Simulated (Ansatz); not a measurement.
# AlP: a point defect seen from the nuclei (La on an Al site)

Wanted: the field gradients around La on an Al site in AlP, cell charge 0, before and after the neighbours move. The cell is a supercell built from a computed entry of the Materials Project. Planned: a single point, then a relaxation.

Method: DFT, PBE, plane-wave PAW, default files, scalar-relativistic, in Ansatz 0.2.0.

1 further run of the same task is left out (it didn't finish).

## 1. The system as given

It takes space group F-43m (No. 216, cubic). Conventional cell: a = 16.419 Å, b = 16.419 Å, c = 16.419 Å, α = 90.00°, β = 90.00°, γ = 90.00°. La (site symmetry -43m) is surrounded by 4 P at 2.37 Å. Al (site symmetry m) is surrounded by 4 P at 2.37 Å. Al (site symmetry 3m) is surrounded by 4 P at 2.37 Å. Al (site symmetry 2mm) has 4 P at 2.37 Å as nearest neighbours. Around P (site symmetry 3m) lie 1 La at 2.37 Å and 3 Al at 2.37 Å. Around P (site symmetry 2mm) lie 4 Al at 2.37 Å. P (site symmetry m) has 4 Al at 2.37 Å as nearest neighbours. Only part of the 10 independent sites is listed.

As a file:

```cif
data_structure
_symmetry_space_group_name_H-M 'P 1'
_symmetry_Int_Tables_number 1
_cell_length_a 11.6099
_cell_length_b 11.6099
_cell_length_c 11.6099
_cell_angle_alpha 60.000
_cell_angle_beta 60.000
_cell_angle_gamma 60.000
_cell_volume 1106.55
loop_
_atom_site_label
_atom_site_type_symbol
_atom_site_fract_x
_atom_site_fract_y
_atom_site_fract_z
_atom_site_occupancy
La1 La 0.00000 0.00000 0.00000 1
Al1 Al 0.00000 0.00000 0.33333 1
Al2 Al 0.00000 0.00000 0.66667 1
Al3 Al 0.00000 0.33333 0.00000 1
Al4 Al 0.00000 0.33333 0.33333 1
Al5 Al 0.00000 0.33333 0.66667 1
Al6 Al 0.00000 0.66667 0.00000 1
Al7 Al 0.00000 0.66667 0.33333 1
Al8 Al 0.00000 0.66667 0.66667 1
Al9 Al 0.33333 0.00000 0.00000 1
Al10 Al 0.33333 0.00000 0.33333 1
Al11 Al 0.33333 0.00000 0.66667 1
Al12 Al 0.33333 0.33333 0.00000 1
Al13 Al 0.33333 0.33333 0.33333 1
Al14 Al 0.33333 0.33333 0.66667 1
Al15 Al 0.33333 0.66667 0.00000 1
Al16 Al 0.33333 0.66667 0.33333 1
Al17 Al 0.33333 0.66667 0.66667 1
Al18 Al 0.66667 0.00000 0.00000 1
Al19 Al 0.66667 0.00000 0.33333 1
Al20 Al 0.66667 0.00000 0.66667 1
Al21 Al 0.66667 0.33333 0.00000 1
Al22 Al 0.66667 0.33333 0.33333 1
Al23 Al 0.66667 0.33333 0.66667 1
Al24 Al 0.66667 0.66667 0.00000 1
Al25 Al 0.66667 0.66667 0.33333 1
Al26 Al 0.66667 0.66667 0.66667 1
P1 P 0.08333 0.08333 0.08333 1
P2 P 0.08333 0.08333 0.41667 1
P3 P 0.08333 0.08333 0.75000 1
P4 P 0.08333 0.41667 0.08333 1
P5 P 0.08333 0.41667 0.41667 1
P6 P 0.08333 0.41667 0.75000 1
P7 P 0.08333 0.75000 0.08333 1
P8 P 0.08333 0.75000 0.41667 1
P9 P 0.08333 0.75000 0.75000 1
P10 P 0.41667 0.08333 0.08333 1
P11 P 0.41667 0.08333 0.41667 1
P12 P 0.41667 0.08333 0.75000 1
P13 P 0.41667 0.41667 0.08333 1
P14 P 0.41667 0.41667 0.41667 1
P15 P 0.41667 0.41667 0.75000 1
P16 P 0.41667 0.75000 0.08333 1
P17 P 0.41667 0.75000 0.41667 1
P18 P 0.41667 0.75000 0.75000 1
P19 P 0.75000 0.08333 0.08333 1
P20 P 0.75000 0.08333 0.41667 1
P21 P 0.75000 0.08333 0.75000 1
P22 P 0.75000 0.41667 0.08333 1
P23 P 0.75000 0.41667 0.41667 1
P24 P 0.75000 0.41667 0.75000 1
P25 P 0.75000 0.75000 0.08333 1
P26 P 0.75000 0.75000 0.41667 1
P27 P 0.75000 0.75000 0.75000 1
```

Atom 1 of the input is the impurity.

## 2. Single point at the given positions

input.yaml reads:

```yaml
crystal:
  lattice:
    - [0.0, 8.209451139, 8.209451139]
    - [8.209451139, 0.0, 8.209451139]
    - [8.209451139, 8.209451139, 0.0]
  atoms:
    - { symbol: La, position: [0.0, 0.0, 0.0] }
    - { symbol: Al, position: [0.0, 0.0, 0.3333333333] }
    - { symbol: Al, position: [0.0, 0.0, 0.6666666667] }
    - { symbol: Al, position: [0.0, 0.3333333333, 0.0] }
    - { symbol: Al, position: [0.0, 0.3333333333, 0.3333333333] }
    - { symbol: Al, position: [0.0, 0.3333333333, 0.6666666667] }
    - { symbol: Al, position: [0.0, 0.6666666667, 0.0] }
    - { symbol: Al, position: [0.0, 0.6666666667, 0.3333333333] }
    - { symbol: Al, position: [0.0, 0.6666666667, 0.6666666667] }
    - { symbol: Al, position: [0.3333333333, 0.0, 0.0] }
    - { symbol: Al, position: [0.3333333333, 0.0, 0.3333333333] }
    - { symbol: Al, position: [0.3333333333, 0.0, 0.6666666667] }
    - { symbol: Al, position: [0.3333333333, 0.3333333333, 0.0] }
    - { symbol: Al, position: [0.3333333333, 0.3333333333, 0.3333333333] }
    - { symbol: Al, position: [0.3333333333, 0.3333333333, 0.6666666667] }
    - { symbol: Al, position: [0.3333333333, 0.6666666667, 0.0] }
    - { symbol: Al, position: [0.3333333333, 0.6666666667, 0.3333333333] }
    - { symbol: Al, position: [0.3333333333, 0.6666666667, 0.6666666667] }
    - { symbol: Al, position: [0.6666666667, 0.0, 0.0] }
    - { symbol: Al, position: [0.6666666667, 0.0, 0.3333333333] }
    - { symbol: Al, position: [0.6666666667, 0.0, 0.6666666667] }
    - { symbol: Al, position: [0.6666666667, 0.3333333333, 0.0] }
    - { symbol: Al, position: [0.6666666667, 0.3333333333, 0.3333333333] }
    - { symbol: Al, position: [0.6666666667, 0.3333333333, 0.6666666667] }
    - { symbol: Al, position: [0.6666666667, 0.6666666667, 0.0] }
    - { symbol: Al, position: [0.6666666667, 0.6666666667, 0.3333333333] }
    - { symbol: Al, position: [0.6666666667, 0.6666666667, 0.6666666667] }
    - { symbol: P, position: [0.0833333333, 0.0833333333, 0.0833333333] }
    - { symbol: P, position: [0.0833333333, 0.0833333333, 0.4166666667] }
    - { symbol: P, position: [0.0833333333, 0.0833333333, 0.75] }
    - { symbol: P, position: [0.0833333333, 0.4166666667, 0.0833333333] }
    - { symbol: P, position: [0.0833333333, 0.4166666667, 0.4166666667] }
    - { symbol: P, position: [0.0833333333, 0.4166666667, 0.75] }
    - { symbol: P, position: [0.0833333333, 0.75, 0.0833333333] }
    - { symbol: P, position: [0.0833333333, 0.75, 0.4166666667] }
    - { symbol: P, position: [0.0833333333, 0.75, 0.75] }
    - { symbol: P, position: [0.4166666667, 0.0833333333, 0.0833333333] }
    - { symbol: P, position: [0.4166666667, 0.0833333333, 0.4166666667] }
    - { symbol: P, position: [0.4166666667, 0.0833333333, 0.75] }
    - { symbol: P, position: [0.4166666667, 0.4166666667, 0.0833333333] }
    - { symbol: P, position: [0.4166666667, 0.4166666667, 0.4166666667] }
    - { symbol: P, position: [0.4166666667, 0.4166666667, 0.75] }
    - { symbol: P, position: [0.4166666667, 0.75, 0.0833333333] }
    - { symbol: P, position: [0.4166666667, 0.75, 0.4166666667] }
    - { symbol: P, position: [0.4166666667, 0.75, 0.75] }
    - { symbol: P, position: [0.75, 0.0833333333, 0.0833333333] }
    - { symbol: P, position: [0.75, 0.0833333333, 0.4166666667] }
    - { symbol: P, position: [0.75, 0.0833333333, 0.75] }
    - { symbol: P, position: [0.75, 0.4166666667, 0.0833333333] }
    - { symbol: P, position: [0.75, 0.4166666667, 0.4166666667] }
    - { symbol: P, position: [0.75, 0.4166666667, 0.75] }
    - { symbol: P, position: [0.75, 0.75, 0.0833333333] }
    - { symbol: P, position: [0.75, 0.75, 0.4166666667] }
    - { symbol: P, position: [0.75, 0.75, 0.75] }
kpoints:
  mp_grid: { grid: [2, 2, 2] }
scf:
  occupations: { method: fermi_dirac, width: 0.01 }
hamiltonian:
  xc: pbe
  pseudopotentials: { kind: paw }
output:
  forces: true
  stress: true
  populations: true
  efg:
    quadrupole_moments_barn: { La: 0.206, Al: 0.1466 }
    contact_densities: true
```

Run with:

```bash
$ ansatz run input.yaml --threads 1 --pin off --max-ram 3072MiB --backend cpu --events-out ev --progress --plain --runs-dir out
```

The log of the run:

```text
Warning: RAYON_NUM_THREADS=1 ignored (pool sized by the plan → 1); use --threads N
La: projections on atomic orbitals take those of the free atom [Kr 4d10] 4f0 5s2 5p6 5d1 6s2, of charge +0.00 (hamiltonian.pseudopotentials.projection_atoms); the dataset's partial waves leave at most 1.9e-5 of an orbital's norm unspanned inside its sphere
La: output.efg is read without spin–orbit coupling, which moves field gradients at and beside such atoms by some per cent and up to a factor of two; PAW files take it under magnetization.noncollinear and magnetization.spin_orbit
Engine: ansatz 0.2.0, aarch64-unknown-linux-gnu
Pseudopotentials: kind: paw
Pseudopotential: La, paw, valence charge 11, recommended cutoff 420 eV (normal), La.paw.azcp
Pseudopotential: Al, paw, valence charge 3, recommended cutoff 420 eV (normal), Al.paw.azcp
Pseudopotential: P, paw, valence charge 5, recommended cutoff 420 eV (normal), P.paw.azcp
Functional definition: PBE
  parameter kappa = 0.804
  parameter beta = 0.06672455060314922
  exchange = pbe_x(kappa = kappa, mu = beta*pi^2/3)
  correlation = pbe_c(beta = beta)
Crystal: 54 atoms, lattice volume = 1106.553 Å³
Basis set: ecut = 420 eV, 21595 PW (Γ), exchange–correlation on 160×160×160 points (8 copies of the dense FFT grid, shifted against one another)
Bands: 166, of which v1, the nominal top of the filled ones, is band 112 counted from 1 (111 counted from 0)
Symmetry: 24 space group operations
Space group: F-43m (ITA 216), of the structure as read, at distance tolerance 1.0e-4 Å
k-points: 3 of 8
Non-local potential: La, projectors of the file, l = 0: 3, l = 1: 2, l = 2: 2, l = 3: 3
Non-local potential: Al, projectors of the file, l = 0: 2, l = 1: 2, l = 2: 1
Non-local potential: P, projectors of the file, l = 0: 2, l = 1: 2, l = 2: 2
PAW form: soft (Blöchl's): semilocal exchange-correlation on the pseudo side does not see the compensation charge
PAW one-centre angular grid: La, 590 points (default); XC on 64 Gauss nodes
PAW one-centre angular grid: Al, 110 points (default); XC on 64 Gauss nodes
PAW one-centre angular grid: P, 110 points (default); XC on 64 Gauss nodes
Initial density: superposition of atomic densities (neutral atoms: chi_scale 0, normalization atom), corrected by the library's trained network
Initial wavefunctions: pseudopotential atomic-orbital guess
Functional: x = pbe(κ = 0.804, μ = 0.2195149727645171), c = pbe(β = 0.06672455060314922)
SCF iter   1: F=—  HF=-40657.649189 eV  |F-HF|=—  |Δ(HF+E_count)|=         —  Δρ=2.37e-3  dr2=1.76e-1  ethr=1.77e-3  ⟨swp⟩=9.0  Hψ=2877  notcnv=0  defer=43
preconditioner: auto → Resta (q_TF=auto, 2.091 Å⁻¹)  ε∞=4.8  [insulator: Δε(μ)=1.611 eV  Ē_g=8.533 eV  σ=0.010 eV  W_gap=1.00  n_scr=168 (ndim 8)  ℏωp=16.6 eV  f_vac=0.000  D(μ)=0.00/eV (n_scr^D=0)  ε∞_Penn≈4.8]
SCF iter   2: F=—  HF=-40657.628773 eV  |F-HF|=—  |Δ(HF+E_count)|=   2.04e-2  Δρ=1.08e-3  dr2=2.35e-2  ethr=7.85e-5  ⟨swp⟩=3.3  Hψ=945  notcnv=0  defer=142
SCF iter   3: F=—  HF=-40657.629656 eV  |F-HF|=—  |Δ(HF+E_count)|=   8.82e-4  Δρ=4.64e-4  dr2=3.61e-3  ethr=1.05e-5  ⟨swp⟩=3.0  Hψ=625  notcnv=0  defer=142
[... 2 lines left out ...]
SCF iter   6: F=—  HF=-40657.631495 eV  |F-HF|=—  |Δ(HF+E_count)|=   3.59e-4  Δρ=9.57e-6  dr2=1.58e-6  ethr=8.82e-9  ⟨swp⟩=3.0  Hψ=799  notcnv=0  defer=142
SCF iter   7: F=—  HF=-40657.631496 eV  |F-HF|=—  |Δ(HF+E_count)|=   1.09e-6  Δρ=2.28e-6  dr2=1.17e-7  ethr=7.06e-10  ⟨swp⟩=2.3  Hψ=694  notcnv=0  defer=142
SCF iter   8: F=-40657.631496 eV  HF=-40657.631496 eV  |F-HF|=2.97e-9  |Δ(HF+E_count)|=   7.79e-8  Δρ=6.82e-7  dr2=1.28e-8  ethr=4.46e-11  ⟨swp⟩=20.3  Hψ=3564  notcnv=0
SCF 1 converged in 8 iterations: F = -40657.631496 eV  dr2 = 1.28e-8
SCF converged after 8 iterations
Free energy (F): -40657.631496 eV
Harris-Foulkes:  -40657.631496 eV  (|F-HF|=2.97e-9)
Internal energy: -40657.631496 eV  (E = F + TS)
E sigma→0 (E₀):  -40657.631496 eV
Fermi energy:    6.119772 eV
--- Per-component energies (eV) ---
[... 14 lines left out ...]
--- Forces (eV/Å), atoms counted from 1 ---
[... 64 lines left out ...]
  atom  26  Al V_zz =    -0.021681   η = 0.8677   by run symmetry: allowed   C_q = -0.0769 MHz
            electrostatic potential = -1227.197925 V   contact ρ = 10084.127009 e/Å³
  atom  27  Al V_zz =    -0.022460   η = 0.0000   by run symmetry: allowed   C_q = -0.0796 MHz
            electrostatic potential = -1227.172335 V   contact ρ = 10084.125760 e/Å³
  atom  28  P  V_zz =    -5.726513   η = 0.0000   by run symmetry: allowed
            electrostatic potential = -1494.380746 V   contact ρ = 16019.205711 e/Å³
  atom  29  P  V_zz =    +0.113892   η = 0.3854   by run symmetry: allowed
            electrostatic potential = -1493.705851 V   contact ρ = 16017.348122 e/Å³
  atom  30  P  V_zz =    -5.726513   η = 0.0000   by run symmetry: allowed
            electrostatic potential = -1494.380746 V   contact ρ = 16019.205711 e/Å³
  atom  31  P  V_zz =    +0.113892   η = 0.3854   by run symmetry: allowed
            electrostatic potential = -1493.705851 V   contact ρ = 16017.348122 e/Å³
  atom  32  P  V_zz =    +0.113892   η = 0.3854   by run symmetry: allowed
            electrostatic potential = -1493.705851 V   contact ρ = 16017.348122 e/Å³
  atom  33  P  V_zz =    +0.148324   η = 0.4557   by run symmetry: allowed
            electrostatic potential = -1493.636692 V   contact ρ = 16017.262281 e/Å³
  atom  34  P  V_zz =    -5.726513   η = 0.0000   by run symmetry: allowed
            electrostatic potential = -1494.380746 V   contact ρ = 16019.205711 e/Å³
  atom  35  P  V_zz =    +0.148324   η = 0.4557   by run symmetry: allowed
            electrostatic potential = -1493.636692 V   contact ρ = 16017.262281 e/Å³
  atom  36  P  V_zz =    +0.148324   η = 0.4557   by run symmetry: allowed
            electrostatic potential = -1493.636692 V   contact ρ = 16017.262281 e/Å³
  atom  37  P  V_zz =    +0.113892   η = 0.3854   by run symmetry: allowed
            electrostatic potential = -1493.705851 V   contact ρ = 16017.348122 e/Å³
  atom  38  P  V_zz =    +0.113892   η = 0.3854   by run symmetry: allowed
            electrostatic potential = -1493.705851 V   contact ρ = 16017.348122 e/Å³
  atom  39  P  V_zz =    +0.148324   η = 0.4557   by run symmetry: allowed
            electrostatic potential = -1493.636692 V   contact ρ = 16017.262281 e/Å³
  atom  40  P  V_zz =    +0.113892   η = 0.3854   by run symmetry: allowed
            electrostatic potential = -1493.705851 V   contact ρ = 16017.348122 e/Å³
  atom  41  P  V_zz =    -0.113859   η = 0.0000   by run symmetry: allowed
            electrostatic potential = -1493.670763 V   contact ρ = 16017.198585 e/Å³
  atom  42  P  V_zz =    -0.113859   η = 0.0000   by run symmetry: allowed
            electrostatic potential = -1493.670763 V   contact ρ = 16017.198585 e/Å³
  atom  43  P  V_zz =    +0.148324   η = 0.4557   by run symmetry: allowed
            electrostatic potential = -1493.636692 V   contact ρ = 16017.262281 e/Å³
  atom  44  P  V_zz =    -0.113859   η = 0.0000   by run symmetry: allowed
            electrostatic potential = -1493.670763 V   contact ρ = 16017.198585 e/Å³
  atom  45  P  V_zz =    +0.148324   η = 0.4557   by run symmetry: allowed
            electrostatic potential = -1493.636692 V   contact ρ = 16017.262281 e/Å³
  atom  46  P  V_zz =    -5.726513   η = 0.0000   by run symmetry: allowed
            electrostatic potential = -1494.380746 V   contact ρ = 16019.205711 e/Å³
  atom  47  P  V_zz =    +0.148324   η = 0.4557   by run symmetry: allowed
            electrostatic potential = -1493.636692 V   contact ρ = 16017.262281 e/Å³
  atom  48  P  V_zz =    +0.148324   η = 0.4557   by run symmetry: allowed
            electrostatic potential = -1493.636692 V   contact ρ = 16017.262281 e/Å³
  atom  49  P  V_zz =    +0.148324   η = 0.4557   by run symmetry: allowed
            electrostatic potential = -1493.636692 V   contact ρ = 16017.262281 e/Å³
  atom  50  P  V_zz =    -0.113859   η = 0.0000   by run symmetry: allowed
            electrostatic potential = -1493.670763 V   contact ρ = 16017.198585 e/Å³
  atom  51  P  V_zz =    +0.148324   η = 0.4557   by run symmetry: allowed
            electrostatic potential = -1493.636692 V   contact ρ = 16017.262281 e/Å³
  atom  52  P  V_zz =    +0.148324   η = 0.4557   by run symmetry: allowed
            electrostatic potential = -1493.636692 V   contact ρ = 16017.262281 e/Å³
  atom  53  P  V_zz =    +0.148324   η = 0.4557   by run symmetry: allowed
            electrostatic potential = -1493.636692 V   contact ρ = 16017.262281 e/Å³
  atom  54  P  V_zz =    +0.000000   η = 0.0000   by run symmetry: forbidden
            electrostatic potential = -1493.645148 V   contact ρ = 16017.200975 e/Å³
--- Band table (eV) ---
[... 3 lines left out ...]
--- Löwdin populations: 54 sites ---
  site symbol       q [e]
[... 54 lines left out ...]
  spilling = 0.007283 (of n_electrons = 224.000000)
```

It took 72 s on 1 thread of Arm Neoverse V1, shared host; peak memory 1.7 GiB.

State: gap on the mesh 1.54 eV, largest force 5.705 eV/Å, pressure 4.5 GPa.

Site by site (atoms counted from 1):

```
site              atoms  distance from the defect (Å)  V_zz (10²¹ V/m²)     η      C_Q (MHz)
  La                  1                          0.00              0.00     –      0 (¹³⁹La)
 P28     28, 30, 34, 46                          2.37             -5.73  0.00              –
 Al2      2, 3, 4, 6, …                          3.87              0.35  0.78    1.23 (²⁷Al)
 P33  33, 35, 36, 39, …                          4.54              0.15  0.46              –
Al15  15, 17, 18, 23, …                          5.47            -0.022  0.87  -0.077 (²⁷Al)
 P29  29, 31, 32, 37, …                          5.96              0.11  0.39              –
 Al5      5, 11, 13, 14                          6.70             0.036  0.00   0.127 (²⁷Al)
 Al9      9, 21, 25, 27                          6.70            -0.022  0.00  -0.080 (²⁷Al)
 P41     41, 42, 44, 50                          7.11             -0.11  0.00              –
 P54                 54                          7.11              0.00     –              –
```

V_zz is the principal component of the electric field gradient with the largest magnitude, η = (V_xx − V_yy)/V_zz and C_Q = eQV_zz/h. Nuclear quadrupole moments: year-2017 set (Pyykkö). A dash under C_Q marks elements without a common quadrupolar isotope.

Direction of the V_zz axis (Cartesian unit vector):

```
site  atom      x      y      z
 Al2     2   0.65   0.65  -0.41
 Al5     5  -0.58   0.58   0.58
 P28    28   0.58   0.58   0.58
 P29    29   0.71   0.71   0.00
 P33    33   0.31  -0.31   0.90
 P41    41   0.58   0.58   0.58
```

(Part 1 of 2 ends here.)
